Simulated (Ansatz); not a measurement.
Geometry optimisation, DFT PBE, scalar-relativistic, plane waves, PAW in Ansatz.

The input (input.yaml):

```yaml
crystal:
  lattice:
    - [5.657297, 0.0, 0.0]
    - [-2.828649, 4.899363, 0.0]
    - [0.0, 0.0, 16.702638]
  atoms:
    - { symbol: Ba, position: [0.0, 0.0, 0.0598708] }
    - { symbol: Ti, position: [0.3333333, 0.6666667, 0.1236235] }
    - { symbol: O, position: [0.4970667, 0.9941333, 0.064966] }
    - { symbol: O, position: [0.0058667, 0.5029333, 0.064966] }
    - { symbol: O, position: [0.4970667, 0.5029333, 0.064966] }
    - { symbol: Ba, position: [0.6666667, 0.3333333, 0.1987051] }
    - { symbol: Ti, position: [0.0, 0.0, 0.2624578] }
    - { symbol: O, position: [0.1637333, 0.3274667, 0.2038003] }
    - { symbol: O, position: [0.6725333, 0.8362667, 0.2038003] }
    - { symbol: O, position: [0.1637333, 0.8362667, 0.2038003] }
    - { symbol: Ba, position: [0.3333333, 0.6666667, 0.3375395] }
    - { symbol: Ti, position: [0.6666667, 0.3333333, 0.4012922] }
    - { symbol: O, position: [0.8304, 0.6608, 0.3426347] }
    - { symbol: O, position: [0.3392, 0.1696, 0.3426347] }
    - { symbol: O, position: [0.8304, 0.1696, 0.3426347] }
    - { symbol: B, position: [0.5391076, 0.2725556, 0.5461795] }
    - { symbol: H, position: [0.7429194, 0.4888808, 0.5568664] }
    - { symbol: H, position: [0.3227858, 0.2600394, 0.5568664] }
    - { symbol: H, position: [0.5516177, 0.0687467, 0.5568664] }
basis:
  ecutwfc: 420.0
kpoints:
  mp_grid: { grid: [3, 3, 1] }
hamiltonian:
  xc: pbe
  pseudopotentials: { kind: paw, azcp: { folder: soft_1 } }
scf:
  occupations: { method: gaussian, width: 0.02 }
  lower_state_search: "off"
relax:
  f_tol: 0.03
  max_steps: 60
  adjacent_minimum: "off"
  constraints: [{ sites: [0, 1, 2, 3, 4] }]
```

Command:

```bash
$ ansatz run input.yaml --threads 2 --pin off --max-ram 5120MiB --backend cpu --events-out ev --progress --plain --runs-dir out
```

Question: Where does it end, and by what steps?

Answer: The forces met the threshold. Limits of this set-up: coarse k mesh, thin slab, slab without dipole correction, no dispersion correction for a molecule that may bind weakly. After 28 steps the energy has fallen by 3.337 eV; H17 moved furthest, 3.05 Å. Parted: Ba6–O14 (2.89 → 3.95 Å). Joined: Ba11–B16 (4.59 → 3.39 Å), Ba11–H17 (4.70 → 2.92 Å), Ti12–H19 (2.91 → 1.95 Å), O14–B16 (3.54 → 1.50 Å).

| step | energy less start (eV) | largest force component (eV/Å) | accepted |
| --- | --- | --- | --- |
| 0 | 0.0000 | 3.814 | yes |
| 1 | -0.9544 | 2.479 | yes |
| 2 | -1.4204 | 0.652 | yes |
| 3 | -1.5633 | 0.432 | yes |
| 4 | -1.6602 | 0.507 | yes |
| 5 | -1.7263 | 0.682 | yes |
| 6 | -1.7697 | 0.622 | yes |
| 7 | -1.8056 | 0.202 | yes |
| 8 | -1.8329 | 0.192 | yes |
| 9 | -1.8582 | 0.251 | yes |
| 10 | -1.8860 | 0.292 | yes |
| 11 | -1.9503 | 0.347 | yes |
| 12 | -2.1380 | 0.835 | yes |
| 13 | -2.4933 | 1.467 | yes |
| 14 | -2.7511 | 1.413 | yes |
| 15 | -2.9077 | 2.475 | yes |
| 16 | -3.0427 | 0.473 | yes |
| 17 | -3.0799 | 0.254 | yes |
| 18 | -3.1008 | 0.238 | yes |
| 19 | -3.1137 | 0.120 | yes |
| 20 | -3.1368 | 0.247 | yes |
| 21 | -3.1725 | 0.377 | yes |
| 22 | -3.2219 | 0.478 | yes |
| 23 | -3.2722 | 0.461 | yes |
| 24 | -3.3143 | 0.229 | yes |
| 25 | -3.3338 | 0.202 | yes |
| 26 | -3.3351 | 0.166 | yes |
| 27 | -3.3368 | 0.045 | yes |
| 28 | -3.3371 | 0.027 | yes |

```xyz
19
Lattice="5.6573 0.0000 0.0000 -2.8286 4.8994 0.0000 0.0000 0.0000 16.7026" Properties=species:S:1:pos:R:3
Ba 0.000 0.000 1.000
Ti 0.000 3.266 2.065
O 0.000 4.871 1.085
O -1.389 2.464 1.085
O 1.389 2.464 1.085
Ba 2.830 1.634 2.961
Ti -0.041 -0.016 4.534
O 0.024 1.612 3.751
O 1.454 4.094 3.648
O -1.415 4.135 3.760
Ba 0.015 3.275 5.718
Ti 2.932 1.698 6.890
O 2.835 3.256 6.128
O 1.331 0.834 6.522
O 4.176 0.771 6.092
B 0.933 0.904 7.964
H 0.051 1.743 8.203
H 0.733 -0.166 8.501
H 1.993 1.388 8.570
```

Time of the run: 3.9 min on 2 threads of Intel(R) Xeon(R) Platinum 8488C (Sapphire Rapids), with other jobs on the host, peak memory 0.92 GiB.
